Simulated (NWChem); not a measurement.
# One shape, several levels: CH10Si3 (SMILES C[SiH]([SiH3])[SiH3])

Wanted: a comparison of 4 runs (HF/STO-3G, HF/3-21G, B3LYP/6-31G*) of CH10Si3. 

The results are computed with NWChem 7.3.0.

## Step 1: Starting point

CH10Si3 has 14 atoms, charge 0, and is taken as a singlet. As SMILES, `C[SiH]([SiH3])[SiH3]`. The coordinates come from a PBE0-D4/def2-TZVP relaxation.

Bond lengths: C1–Si2 1.883 Å, Si2–Si3 2.340 Å, Si2–Si4 2.340 Å, C1–H5 1.092 Å, C1–H6 1.092 Å, C1–H7 1.092 Å, Si2–H8 1.493 Å, Si3–H9 1.488 Å, Si3–H10 1.490 Å, Si3–H11 1.490 Å, Si4–H12 1.488 Å, Si4–H13 1.490 Å, Si4–H14 1.490 Å. Some angles: C1–Si2–Si3 111.2°, C1–Si2–Si4 111.1°, Si3–Si2–Si4 108.5°, C1–Si2–H8 109.9°, Si3–Si2–H8 108.0°, Si4–Si2–H8 108.1°, Si2–C1–H5 110.7°, Si2–C1–H6 110.7°, Si2–C1–H7 110.7°, Si2–Si3–H9 110.6°.

## Step 2: Energy and gradient at HF/STO-3G (run 1)

The input, ch10si3.nw:

```
start ch10si3
title "CH10Si3"
memory stack 880 mb heap 220 mb global 1100 mb

geometry units angstrom noautosym nocenter noautoz
  C     -0.621700     1.370500    -1.255200
  Si    -0.466400     0.298200     0.284600
  Si     1.654300     0.510300     1.251000
  Si    -0.829600    -1.958200    -0.218200
  H     -1.615900     1.271900    -1.696600
  H     -0.458700     2.422700    -1.011800
  H      0.115300     1.076100    -2.005600
  H     -1.480300     0.715600     1.298300
  H      1.754900    -0.322100     2.480600
  H      1.946100     1.925500     1.613700
  H      2.698600     0.055200     0.291300
  H     -0.717500    -2.793000     1.008800
  H      0.186700    -2.430400    -1.199600
  H     -2.178900    -2.171400    -0.812600
end

basis spherical bse
  * library STO-3G
end

scf
  thresh 1e-08
  maxiter 80
  print medium
end

task scf gradient
```

Launch:

```sh
$ nwchem ch10si3.nw > ch10si3.out
```

Output:

```text
[...]
  functions       =    42
[...]
  wavefunction    = RHF
[...]
         Total SCF energy =   -900.071266516040
      One-electron energy =  -1790.770181105662
      Two-electron energy =    620.542219564139
 Nuclear repulsion energy =    270.156695025484
        Time for solution =      4.0s
[...]
                         RHF ENERGY GRADIENTS
    atom               coordinates                        gradient
                 x          y          z           x          y          z
   1 C      -1.174843   2.589869  -2.371984    0.001039   0.000837  -0.003188
   2 Si     -0.881368   0.563516   0.537816   -0.003949   0.020695  -0.028150
   3 Si      3.126174   0.964327   2.364047   -0.001625  -0.002995   0.001452
   4 Si     -1.567717  -3.700461  -0.412338    0.001535   0.000234   0.003389
   5 H      -3.053608   2.403542  -3.206109   -0.008128  -0.002379  -0.001739
   6 H      -0.866817   4.578239  -1.912025    0.001732   0.007395   0.004082
   7 H       0.217885   2.033534  -3.790034    0.006429  -0.003712  -0.004585
   8 H      -2.797361   1.352288   2.453431   -0.021812   0.007093   0.025008
   9 H       3.316280  -0.608681   4.687654    0.001321  -0.018937   0.027473
  10 H       3.677596   3.638667   3.049451    0.005487   0.032550   0.007455
  11 H       5.099615   0.104313   0.550477    0.022512  -0.010332  -0.023014
[...]
```

Wall time 5.4 s (1 thread of Intel Xeon Platinum 8375C at 2.90GHz (Ice Lake), shared host); peak memory 0.1 GiB.

## Step 3: Energy and forces at HF/3-21G (run 2)

The input, run.py:

```python
from ase import Atoms
from ase.calculators.nwchem import NWChem

atoms = Atoms(['C', 'Si', 'Si', 'Si', 'H', 'H', 'H', 'H', 'H', 'H', 'H', 'H', 'H', 'H'], positions=[
    [-0.621700, 1.370500, -1.255200],
    [-0.466400, 0.298200, 0.284600],
    [1.654300, 0.510300, 1.251000],
    [-0.829600, -1.958200, -0.218200],
    [-1.615900, 1.271900, -1.696600],
    [-0.458700, 2.422700, -1.011800],
    [0.115300, 1.076100, -2.005600],
    [-1.480300, 0.715600, 1.298300],
    [1.754900, -0.322100, 2.480600],
    [1.946100, 1.925500, 1.613700],
    [2.698600, 0.055200, 0.291300],
    [-0.717500, -2.793000, 1.008800],
    [0.186700, -2.430400, -1.199600],
    [-2.178900, -2.171400, -0.812600],
])

calc = NWChem(
    label='ch10si3',
    theory='scf',
    memory='2200 mb',
    basis='3-21G',
    basispar='spherical bse',
    scf={'nopen': '0', 'rhf': None, 'thresh': '1e-08', 'maxiter': '80'},
)
atoms.calc = calc

forces = atoms.get_forces()
print(f"energy = {atoms.get_potential_energy():.6f} eV")
print("forces (eV/A):")
for s, f in zip(atoms.symbols, forces):
    print(f"{s:2s} {f[0]:10.5f} {f[1]:10.5f} {f[2]:10.5f}")
print("dipole (e A):", atoms.get_dipole_moment().round(4))
```

Launch:

```sh
$ export ASE_NWCHEM_COMMAND="nwchem PREFIX.nwi > PREFIX.nwo"
$ python run.py
```

Output:

```text
energy = -24643.580562 eV
forces (eV/A):
C    -0.05122    0.55099   -0.83936
Si   -0.30385   -0.07513    0.64180
Si    0.45637    0.11596    0.19654
Si   -0.13102   -0.47051   -0.15200
H     0.24914    0.06489    0.07744
H    -0.05852   -0.23988   -0.10387
H    -0.18363    0.09364    0.15113
H     0.00751   -0.01676    0.01481
H    -0.01280   -0.03018    0.00453
H    -0.00278    0.01954    0.00417
H    -0.00015   -0.02556   -0.01661
H     0.02129    0.00427    0.02468
H     0.02936    0.00535    0.00247
H    -0.01969    0.00334   -0.00566
dipole (e A): [-0.0611  0.1361 -0.1252]
```

The calculator wrote ch10si3.nwi:

```
title "ch10si3"

permanent_dir ch10si3

scratch_dir ch10si3

start ch10si3

geometry units angstrom nocenter noautosym noautoz
  C  -6.2170000000000003e-01 1.3705000000000001e+00 -1.2552000000000001e+00
  Si -4.6639999999999998e-01 2.9820000000000002e-01 2.8460000000000002e-01
  Si 1.6543000000000001e+00 5.1029999999999998e-01 1.2509999999999999e+00
  Si -8.2960000000000000e-01 -1.9581999999999999e+00 -2.1820000000000001e-01
  H  -1.6158999999999999e+00 1.2719000000000000e+00 -1.6966000000000001e+00
  H  -4.5870000000000000e-01 2.4226999999999999e+00 -1.0118000000000000e+00
  H  1.1530000000000000e-01 1.0761000000000001e+00 -2.0055999999999998e+00
  H  -1.4802999999999999e+00 7.1560000000000001e-01 1.2983000000000000e+00
  H  1.7548999999999999e+00 -3.2210000000000000e-01 2.4805999999999999e+00
  H  1.9460999999999999e+00 1.9255000000000000e+00 1.6136999999999999e+00
  H  2.6985999999999999e+00 5.5199999999999999e-02 2.9130000000000000e-01
  H  -7.1750000000000003e-01 -2.7930000000000001e+00 1.0087999999999999e+00
  H  1.8670000000000000e-01 -2.4304000000000001e+00 -1.1996000000000000e+00
  H  -2.1789000000000001e+00 -2.1714000000000002e+00 -8.1259999999999999e-01
end

memory 2200 mb

basis spherical bse noprint
   * library 3-21G
end

scf
  nopen 0
  rhf
  thresh 1e-08
  maxiter 80
end

task scf gradient
```

ch10si3.nwo, cut to the lines that bear on the results:

```text
[...]
      One-electron energy =  -1792.569071602083
[... 1 line left out ...]
 Nuclear repulsion energy =    270.156695025484
[... 47 lines left out ...]
                       ROHF Final Molecular Orbital Analysis
[... 275 lines left out ...]
     1   1 0 0     -0.115536      0.000000      2.903186
[...]
  wavefunction    =   RHF
                         RHF ENERGY GRADIENTS
    atom               coordinates                        gradient
                 x          y          z           x          y          z
   1 C      -1.174843   2.589869  -2.371984    0.000996  -0.010715   0.016323
   2 Si     -0.881368   0.563516   0.537816    0.005909   0.001461  -0.012481
   3 Si      3.126174   0.964327   2.364047   -0.008875  -0.002255  -0.003822
[... 10 lines of this table left out ...]
  14 H      -4.117524  -4.103351  -1.535591    0.000383  -0.000065   0.000110
[...]
```

Wall time 6 s (1 thread of Intel Xeon Platinum 8375C at 2.90GHz (Ice Lake), shared host); peak memory 0.099 GiB.

Run 3 isn't shown in full; the table further down has it.

## Step 4: Energy and forces at B3LYP/6-31G(d) (Cartesian functions) (run 4)

The input, struct.nw:

```
start struct
title "CH10Si3 gradient"
memory stack 880 mb heap 220 mb global 1100 mb
geometry noautosym nocenter noautoz
  C       -0.621700       1.370500      -1.255200
  Si      -0.466400       0.298200       0.284600
  Si       1.654300       0.510300       1.251000
  Si      -0.829600      -1.958200      -0.218200
  H       -1.615900       1.271900      -1.696600
  H       -0.458700       2.422700      -1.011800
  H        0.115300       1.076100      -2.005600
  H       -1.480300       0.715600       1.298300
  H        1.754900      -0.322100       2.480600
  H        1.946100       1.925500       1.613700
  H        2.698600       0.055200       0.291300
  H       -0.717500      -2.793000       1.008800
  H        0.186700      -2.430400      -1.199600
  H       -2.178900      -2.171400      -0.812600
end
basis
  * library 6-31G*
end
dft
  xc b3lyp
  mult 1
  grid fine
  convergence energy 1e-08
  iterations 100
  mulliken
end
task dft gradient
```

Launch:

```sh
$ nwchem struct.nw > struct.out
```

Output, cut to the lines that bear on the results:

```text
[...]
          Wavefunction type:  closed shell.
          No. of atoms     :    14
          No. of electrons :    58
[...]
          Charge           :     0
          Spin multiplicity:     1
[...]
          AO basis - number of functions:    92
[...]
              XC Information
              --------------
                         B3LYP Method XC Potential
                     Hartree-Fock (Exact) Exchange  0.200
                        Slater Exchange Functional  0.800 local
                    Becke 1988 Exchange Functional  0.720 non-local
              Lee-Yang-Parr Correlation Functional  0.810
                  VWN I RPA Correlation Functional  0.190 local
[...]
 d= 0,ls=0.0,diis     1   -912.5677896843 -1.18D+03  8.09D-03  4.10D-01     4.5
[...]
 d= 0,ls=0.0,diis     8   -912.6074421884 -1.24D-09  1.96D-06  1.84D-08    28.1
         Total DFT energy =     -912.607442188449
      One electron energy =    -1799.279838021856
           Coulomb energy =      688.465652151707
    Exchange-Corr. energy =      -71.949951343784
 Nuclear repulsion energy =      270.156695025484
[...]
      Total Density - Mulliken Population Analysis
     ---------------------------------------------
[...]
  wavefunction    = closed shell
                         DFT ENERGY GRADIENTS
    atom               coordinates                        gradient
                 x          y          z           x          y          z
   1 C      -1.174843   2.589869  -2.371984    0.000655  -0.002091   0.002409
   2 Si     -0.881368   0.563516   0.537816    0.000299   0.002475  -0.004697
   3 Si      3.126174   0.964327   2.364047   -0.001203  -0.000748  -0.000857
   4 Si     -1.567717  -3.700461  -0.412338    0.000871   0.001366   0.000399
   5 H      -3.053608   2.403542  -3.206109    0.001774  -0.000427   0.001435
   6 H      -0.866817   4.578239  -1.912025   -0.000100  -0.002313   0.000311
   7 H       0.217885   2.033534  -3.790034   -0.001143   0.000065   0.001852
   8 H      -2.797361   1.352288   2.453431    0.000629  -0.000473  -0.000261
   9 H       3.316280  -0.608681   4.687654   -0.000655   0.000140  -0.000572
  10 H       3.677596   3.638667   3.049451   -0.000641  -0.000360  -0.000364
  11 H       5.099615   0.104313   0.550477   -0.000865   0.000058  -0.000093
[...]
```

It took 35 s on 1 thread of Intel Xeon Platinum 8375C at 2.90GHz (Ice Lake), shared host; peak memory 0.14 GiB.

## Step 5: The series

| run | level | iteration cap | module | energy (Eh) | dipole moment (D) | HOMO energy (eV) | LUMO energy (eV) | wall time |
| --- | --- | --- | --- | --- | --- | --- | --- | --- |
| 1 | HF/STO-3G | 80 | scf | -900.071267 | 0.36 | -7.84 | 10.32 | 5.4 s |
| 2 | HF/3-21G | 80 | scf | -905.634889 | 0.94 | -10.18 | 3.36 | 6 s |
| 3 | B3LYP/6-31G* (spherical functions) | 100 | dft | -912.601341 | – | – | – | 62 s |
| 4 | B3LYP/6-31G* (Cartesian functions) | 100 | dft | -912.607442 | 1.06 | -7.42 | 0.02 | 35 s |

## Step 6: Summary of results

```
                       quantity          value
            run 4: total energy  -912.60744 Eh
           run 4: dipole moment         1.06 D
             run 4: HOMO energy       -7.42 eV
             run 4: LUMO energy        0.02 eV
           run 4: HOMO–LUMO gap        7.44 eV
run 4: largest force on an atom     0.273 eV/Å
```

**Reading.** Over runs 1, 2, 4 the dipole moment (its size) runs from 0.36 D (HF/STO-3G) to 1.06 D (B3LYP/6-31G*). The two ends differ in method and basis. Over runs 1, 2, 4 the HOMO–LUMO gap runs from 7.44 eV (B3LYP/6-31G*) to 18.16 eV (HF/STO-3G). In run 1 the basis is minimal, so the values are rough. All runs together took 1.8 min, the longest 62 s.
